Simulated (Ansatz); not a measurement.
# AlAsH+ (triplet): from Hartree-Fock to the top rungs, cc-pVDZ

One table from this session's results is given with a row withheld; the runs are named, their logs left out.

Program: Ansatz 0.2.0, Gaussian basis. Level of theory: cc-pVDZ, core rule «outside noble gas», up to 19 orbitals frozen. These are calculated values, not measurements.

Plan: UHF; CCSD(T) on ROHF; CCSD(T) on UHF; BCCD(T) on ROHF; CISD; CCSDT(Q) on ROHF; CCSDT(Q) on UHF; CCSDTQ on ROHF.

13 further runs of the same task are left out: 7 for a known fault of the program, 1 that didn't finish, 5 set aside as unsound or not needed.

## What is computed

The geometry is a PBE0/def2-TZVP stationary point (not a proven minimum) of the parent state, kept for this charge and spin. No spin-orbit coupling is included. The filled d shell of As may be among the frozen orbitals whatever the setting's name suggests; the logs give the count.

3 atoms, charge 1, spin multiplicity 3.

Atoms are counted from 1 here; the program's logs count them from 0.

Bond lengths: Al1–As2 2.281 Å, As2–H3 1.561 Å. Angles: Al1–As2–H3 68.1°.

Set-up of the first run:

The input, in.yaml:

```yaml
crystal:
  periodic: [false, false, false]
  atoms:
    - {symbol: Al, position_ang: [0.000000, -0.010984, 1.677500]}
    - {symbol: As, position_ang: [0.000000, -0.015337, -0.603790]}
    - {symbol: H, position_ang: [0.000000, 1.434043, -0.024416]}
basis:
  gaussian: {orbitals: cc-pVDZ}
total_charge: 1
magnetization: {spin_polarized: true, initial_magnetization: 2}
hamiltonian: {xc: hf}
output: {orbitals: {seedname: orbitals}}
```

On the command line:

```
$ ansatz run in.yaml --threads 1 --pin off --events-out ev --progress --plain --max-ram 4096MiB --backend cpu
```

Steps of the session up to this table: UHF; CCSD(T) on ROHF; CCSD(T) on UHF; BCCD(T) on ROHF; CISD; CCSDT(Q) on ROHF; CCSDT(Q) on UHF; CCSDTQ on ROHF.

One table of the session follows, with a row left open; its other results are not shown here.

```
   method  from RCCSDTQ (meV)
     ROHF             +4250.6
      UHF             +4042.3
     RMP2              +931.3
     UMP2              +942.5
     CISD              +418.0
    RCCSD                   ?
    UCCSD              +172.1
 RCCSD(T)               +37.1
 UCCSD(T)               +33.3
  BCCD(T)               +38.3
   RCCSDT                +9.8
   UCCSDT                +4.1
RCCSDT(Q)                +1.0
UCCSDT(Q)                -4.4
  RCCSDTQ                   0
```

Estimate the missing values for RCCSD.

As computed: from RCCSDTQ (meV): +189.3. In the column «from RCCSDTQ (meV)» it lies between UCCSD (+172.1) and CISD (+418.0).

Limits of these values: Restricted and unrestricted rows rest on different reference determinants; where their highest levels disagree by more than a few hundredths of an eV, they describe different states and don't form one ladder.
